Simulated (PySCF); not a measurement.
# C2H3Cl3OSi: geometry, spin-spin couplings

What spin-spin couplings should C2H3Cl3OSi (`O=C[SiH2]C(Cl)(Cl)Cl`) show?

Programs: PySCF 2.14.0, with density-fitted response routines of our own. Each step states its level of theory. These are calculated values for one molecule in the gas phase, unless marked as measured. Atoms are numbered from 0 throughout.

### Step 1. The molecule as given

10 atoms, charge 0, multiplicity 1; geometry from: GFN2-xTB. The atoms were then displaced at random by about 0.01 Å, so the start is not that level's minimum.

Bonds of the start (Å): O0–C1 1.17, C1–Si2 1.92, Si2–C3 1.99, C3–Cl4 1.77, C3–Cl5 1.78, C3–Cl6 1.75, C1–H7 1.11, Si2–H8 1.43, Si2–H9 1.47.

### Step 2. Optimising the geometry at PBE0-D3(BJ)/def2-SVP

Job settings and geometry (Å):

```
{"job": {"xc": "PBE0", "basis": "def2-SVP", "d3": "d3bj", "grid": 1, "shake": 0.01, "kind": "geom"}, "charge": 0, "multiplicity": 1}
O     -2.821910    -0.403840     0.129340
C     -1.666810    -0.571140     0.230970
Si    -0.375970     0.791170    -0.183890
C      1.385350    -0.118180    -0.055440
Cl     1.582340    -0.736000     1.591180
Cl     1.360480    -1.495940    -1.176540
Cl     2.708670     0.953000    -0.458110
H     -1.276830    -1.547630     0.578310
H     -0.491970     1.271040    -1.527950
H     -0.352920     1.836600     0.851080
```

Command:

```console
$ OMP_NUM_THREADS=1 python probes_run.py task.json out
```

One launch serves the whole session: the jobs run in the order shown.

The program printed:

```text
step   0  E = -1821.91120916  max force = 0.062202
step   1  E = -1821.91644791  max force = 0.011715
step   2  E = -1821.91699045  max force = 0.002838
step   3  E = -1821.91704039  max force = 0.003620
step   4  E = -1821.91712240  max force = 0.000877
step   5  E = -1821.91712996  max force = 0.000496
step   6  E = -1821.91713388  max force = 0.000155
optimisation converged
```

It took 95 s on 1 thread of Arm Neoverse N1, shared host; peak memory 0.55 GiB.

Relaxation path:

| step | energy from step 0 (eV) | largest force component (eV/Å) |
| --- | --- | --- |
| 0 | 0.0000 | 3.1986 |
| 1 | -0.1426 | 0.6024 |
| 2 | -0.1573 | 0.1459 |
| 3 | -0.1587 | 0.1861 |
| 4 | -0.1609 | 0.0451 |
| 5 | -0.1611 | 0.0255 |
| 6 | -0.1612 | 0.0080 |

Close pairs (by a distance rule), those that changed most:

| bond | before (Å) | after (Å) | change (Å) |
| --- | --- | --- | --- |
| Si2–C3 | 1.986 | 1.915 | -0.071 |
| Si2–H8 | 1.432 | 1.488 | +0.056 |
| O0–C1 | 1.172 | 1.205 | +0.033 |
| C3–Cl6 | 1.749 | 1.775 | +0.025 |
| C1–H7 | 1.107 | 1.124 | +0.017 |
| Si2–H9 | 1.471 | 1.488 | +0.016 |
| C3–Cl4 | 1.770 | 1.785 | +0.015 |
| C1–Si2 | 1.922 | 1.931 | +0.009 |

The final coordinates are the input of the step that follows.

| at the end point | value |
| --- | --- |
| point group (found at 0.08 Å tolerance) | Cs |
| rotational constants (GHz, main isotopes) | 1.662, 0.782, 0.781 |
| dipole moment (D) | 1.02 |

### Step 3. Spin-spin couplings: B3LYP/cc-pVTZ

Job settings and geometry (Å):

```
{"job": {"kind": "j", "xc": "B3LYP", "basis": "cc-pVTZ"}, "charge": 0, "multiplicity": 1}
O     -1.346013    -0.201163     0.236500
C     -0.159077    -0.359398     0.368371
Si     1.031289     1.116261     0.000067
C      2.822535     0.517604     0.319398
Cl     2.933454     0.004363     2.025159
Cl     3.128437    -0.882447    -0.744575
Cl     3.996330     1.806825    -0.011397
H      0.260475    -1.348225     0.699850
H      0.913109     1.518759    -1.427341
H      0.738462     2.247688     0.920461
```

Method: B3LYP/cc-pVTZ indirect spin-spin coupling, non-relativistic, gas phase.

The program printed:

```text
coarse grid: 11616 points
cycle   1  E = -1823.2925265797  dE =  8.543e-01  |g| = 9.100e-01  |ddm| = 5.740e+00
cycle   2  E = -1822.1968420337  dE =  1.096e+00  |g| = 2.442e+00  |ddm| = 3.604e+00
cycle   3  E = -1823.4598892309  dE = -1.263e+00  |g| = 1.229e-01  |ddm| = 2.812e+00
cycle   4  E = -1823.4596330570  dE =  2.562e-04  |g| = 1.415e-01  |ddm| = 3.300e-01
cycle   5  E = -1823.4633461668  dE = -3.713e-03  |g| = 3.800e-02  |ddm| = 1.830e-01
cycle   6  E = -1823.4637021338  dE = -3.560e-04  |g| = 9.707e-03  |ddm| = 5.651e-02
cycle   7  E = -1823.4637213304  dE = -1.920e-05  |g| = 1.946e-03  |ddm| = 1.122e-02
cycle   8  E = -1823.4637220912  dE = -7.608e-07  |g| = 8.227e-04  |ddm| = 4.157e-03
final grid: 96904 points
cycle   9  E = -1823.4815901016  dE = -1.547e-05  |g| = 5.203e-03  |ddm| = 4.026e-02
cycle  10  E = -1823.4815765951  dE =  1.351e-05  |g| = 9.466e-03  |ddm| = 1.670e-02
cycle  11  E = -1823.4815948219  dE = -1.823e-05  |g| = 1.782e-03  |ddm| = 1.132e-02
cycle  12  E = -1823.4815954311  dE = -6.093e-07  |g| = 3.096e-04  |ddm| = 2.296e-03
cycle  13  E = -1823.4815954469  dE = -1.576e-08  |g| = 1.525e-04  |ddm| = 5.053e-04
cycle  14  E = -1823.4815954520  dE = -5.139e-09  |g| = 3.167e-05  |ddm| = 2.085e-04
cycle  15  E = -1823.4815954523  dE = -2.383e-10  |g| = 6.134e-06  |ddm| = 5.259e-05
converged SCF energy = -1823.4815954523

Indirect spin-spin couplings (Hz)
  i      j    bonds     total        FC       PSO       DSO        SD
  0 O    1 C    1     29.006     3.131    25.921    -0.046         -
  0 O    2 Si   2      8.107     5.203     1.360    -0.011     1.556
  0 O    3 C    3     -1.345    -1.461     0.092     0.024         -
  0 O    7 H    2      0.401    -4.159     4.204     0.356         -
  0 O    8 H    3     -0.207    -0.220    -0.041     0.054         -
  0 O    9 H    3     -0.204    -0.219    -0.038     0.053         -
  1 C    2 Si   1    -56.475   -55.200     0.718    -0.136    -1.857
  1 C    3 C    2      5.812     5.817    -0.090     0.085         -
  1 C    7 H    1    160.161   160.363    -1.264     1.062         -
  1 C    8 H    2      5.925     6.018    -0.048    -0.046         -
  1 C    9 H    2      5.938     6.033    -0.048    -0.047         -
  2 Si   3 C    1    -50.647   -49.963     1.173    -0.192    -1.666
  2 Si   7 H    2    -51.022   -51.006    -0.116     0.051     0.049
  2 Si   8 H    1   -176.391  -177.031     1.049    -0.367    -0.042
  2 Si   9 H    1   -176.636  -177.276     1.050    -0.367    -0.043
  3 C    7 H    3     -1.846    -2.044    -0.116     0.314         -
  3 C    8 H    2      8.834     8.787    -0.095     0.142         -
  3 C    9 H    2      8.889     8.841    -0.095     0.142         -
  7 H    8 H    3      2.549     3.030     0.872    -1.353         -
  7 H    9 H    3      2.584     3.072     0.878    -1.366         -
  8 H    9 H    2      7.135     8.199     0.585    -1.650         -
```

Run time: 1.7 min. Hardware: 1 thread of Arm Neoverse N1, shared host; peak memory 1.1 GiB.

This basis has no tight s functions, so the Fermi-contact terms are rough.

A choice of the couplings up to four bonds, sorted by the number of bonds, with means over like pairs; isotopes 13C, 1H, 17O, 29Si:

| pair | bonds | J (Hz) | Fermi contact (Hz) | dihedral (°) |
| --- | --- | --- | --- | --- |
| Si2–H8 | 1 | -176.5 | -177.2 | – |
| C1–H7 | 1 | 160.2 | 160.4 | – |
| C1–Si2 | 1 | -56.5 | -55.2 | – |
| Si2–C3 | 1 | -50.6 | -50.0 | – |
| O0–C1 | 1 | 29.0 | 3.1 | – |
| Si2–H7 | 2 | -51.0 | -51.0 | – |
| C3–H8 | 2 | 8.9 | 8.8 | – |
| O0–Si2 | 2 | 8.1 | 5.2 | – |
| H8–H9 | 2 | 7.1 | 8.2 | – |
| C1–H8 | 2 | 5.9 | 6.0 | – |
| C1–C3 | 2 | 5.8 | 5.8 | – |
| H7–H8 | 3 | 2.6 | 3.1 | 118 |
| C3–H7 | 3 | -1.8 | -2.0 | 0 |
| O0–C3 | 3 | -1.3 | -1.5 | 180 |

The spin-dipole term was solved for some atoms only; pairs without it lack that part.

The response was solved for the nuclei of C, H, Si alone, so couplings that need other nuclei can be missing.

Quadrupole couplings from the field gradients of the same density:

| atom | isotope | eQq/h (MHz) | η |
| --- | --- | --- | --- |
| Cl6 | 35Cl | -75.1 | 0.01 |
| Cl4 | 35Cl | -74.0 | 0.03 |
| Cl5 | 35Cl | -74.0 | 0.03 |
| O0 | 17O | 12.5 | 0.71 |

### Step 4. J couplings: B3LYP/6-31G*

The job, as its differences from that of step 3:

```diff
@@ -1,2 +1,2 @@
-{"job": {"kind": "j", "xc": "B3LYP", "basis": "cc-pVTZ"}, "charge": 0, "multiplicity": 1}
+{"job": {"kind": "j", "xc": "B3LYP", "basis": "6-31G*"}, "charge": 0, "multiplicity": 1}
 O     -1.346013    -0.201163     0.236500
```

With the program's defaults for keys left out, this is: B3LYP/6-31G* indirect spin-spin coupling, non-relativistic, gas phase.

The program printed:

```text
coarse grid: 11616 points
cycle   1  E = -1823.1683490563  dE =  8.887e-01  |g| = 8.967e-01  |ddm| = 3.346e+00
cycle   2  E = -1822.0361901311  dE =  1.132e+00  |g| = 2.420e+00  |ddm| = 3.112e+00
cycle   3  E = -1823.3447554261  dE = -1.309e+00  |g| = 1.393e-01  |ddm| = 2.599e+00
cycle   4  E = -1823.3447249517  dE =  3.047e-05  |g| = 1.569e-01  |ddm| = 3.018e-01
cycle   5  E = -1823.3500449185  dE = -5.320e-03  |g| = 3.107e-02  |ddm| = 1.418e-01
cycle   6  E = -1823.3503026966  dE = -2.578e-04  |g| = 8.606e-03  |ddm| = 4.170e-02
cycle   7  E = -1823.3503186995  dE = -1.600e-05  |g| = 2.160e-03  |ddm| = 8.394e-03
cycle   8  E = -1823.3503198671  dE = -1.168e-06  |g| = 5.934e-04  |ddm| = 3.586e-03
final grid: 96904 points
cycle   9  E = -1823.2613144873  dE = -3.468e-06  |g| = 4.281e-03  |ddm| = 1.271e-02
cycle  10  E = -1823.2613045437  dE =  9.944e-06  |g| = 7.898e-03  |ddm| = 1.029e-02
cycle  11  E = -1823.2613187633  dE = -1.422e-05  |g| = 1.254e-03  |ddm| = 6.647e-03
cycle  12  E = -1823.2613191047  dE = -3.413e-07  |g| = 2.471e-04  |ddm| = 1.304e-03
cycle  13  E = -1823.2613191177  dE = -1.301e-08  |g| = 5.592e-05  |ddm| = 2.375e-04
cycle  14  E = -1823.2613191184  dE = -7.285e-10  |g| = 1.546e-05  |ddm| = 6.303e-05
converged SCF energy = -1823.2613191184

Indirect spin-spin couplings (Hz)
  i      j    bonds     total        FC       PSO       DSO        SD
  0 O    1 C    1     20.039    -2.684    22.786    -0.063         -
  0 O    2 Si   2      7.824     5.157     1.236    -0.010     1.441
  0 O    3 C    3     -1.459    -1.573     0.091     0.023         -
  0 O    7 H    2      0.028    -4.409     4.107     0.331         -
  0 O    8 H    3     -1.104    -1.142    -0.011     0.049         -
  0 O    9 H    3     -1.083    -1.121    -0.010     0.048         -
  1 C    2 Si   1    -66.189   -64.940     0.486    -0.137    -1.598
  1 C    3 C    2      5.394     5.364    -0.053     0.084         -
  1 C    7 H    1    165.510   165.740    -1.360     1.130         -
  1 C    8 H    2      4.353     4.429    -0.037    -0.039         -
  1 C    9 H    2      4.373     4.451    -0.038    -0.040         -
  2 Si   3 C    1    -60.544   -59.548     0.617    -0.189    -1.424
  2 Si   7 H    2    -47.810   -47.723    -0.128     0.045    -0.004
  2 Si   8 H    1   -205.644  -206.024     1.272    -0.397    -0.496
  2 Si   9 H    1   -205.893  -206.273     1.274    -0.397    -0.497
  3 C    7 H    3     -1.748    -2.026    -0.036     0.314         -
  3 C    8 H    2      7.834     7.715    -0.024     0.143         -
  3 C    9 H    2      7.885     7.766    -0.024     0.144         -
  7 H    8 H    3      1.892     2.667     0.546    -1.321         -
  7 H    9 H    3      1.923     2.707     0.551    -1.334         -
  8 H    9 H    2      7.374     8.849     0.100    -1.574         -
```

Run time: 27 s. Hardware: 1 thread of Arm Neoverse N1, shared host; peak memory 0.76 GiB.

The basis is not made for couplings: without tight functions at the nuclei these values are rough.

Key values: J(Si2,H8) -205.8 Hz, J(C1,H7) 165.5 Hz, J(C1,Si2) -66.2 Hz (means over like pairs).

### Step 5. Comparing the runs: spin-spin couplings

Couplings (Hz), each a mean over the pairs like the one named, with basis size and wall time:

| run | Si2–H8 | C1–H7 | C1–Si2 | Si2–H7 | Si2–C3 | O0–C1 | C3–H8 | functions | time |
| --- | --- | --- | --- | --- | --- | --- | --- | --- | --- |
| B3LYP/cc-pVTZ | -176.5 | 160.2 | -56.5 | -51.0 | -50.6 | 29.0 | 8.9 | 268 | 1.7 min |
| B3LYP/6-31G* | -205.8 | 165.5 | -66.2 | -47.8 | -60.5 | 20.0 | 7.9 | 120 | 27 s |

### Step 6. Summary of results

| quantity | value |
| --- | --- |
| point group | Cs |
| rotational constants (main isotopes) | 1.66, 0.78, 0.78 GHz |
| largest coupling of the table (B3LYP/cc-pVTZ) | 1J(Si,H) Si2–H8, -176.5 Hz |
| range of J(Si2,H8), mean over like pairs | -205.8 to -176.5 Hz |

What this shows: The optimisation took 6 steps and gained 0.161 eV; among the close pairs (by a distance rule), Si2–C3 changed most, from 1.986 to 1.915 Å. Of the pairs tabulated at B3LYP/cc-pVTZ, Si2–H8 (mean over like pairs) couples most strongly (-176.5 Hz; Fermi contact -177.2 Hz). Couplings across rotatable bonds belong to this one conformer; where others are populated, the observed values are averages. The coupling Si2–H8, as a mean over pairs of its kind, runs from -205.8 Hz (B3LYP/6-31G*) to -176.5 Hz (B3LYP/cc-pVTZ). Couplings from bases without tight functions are rough.
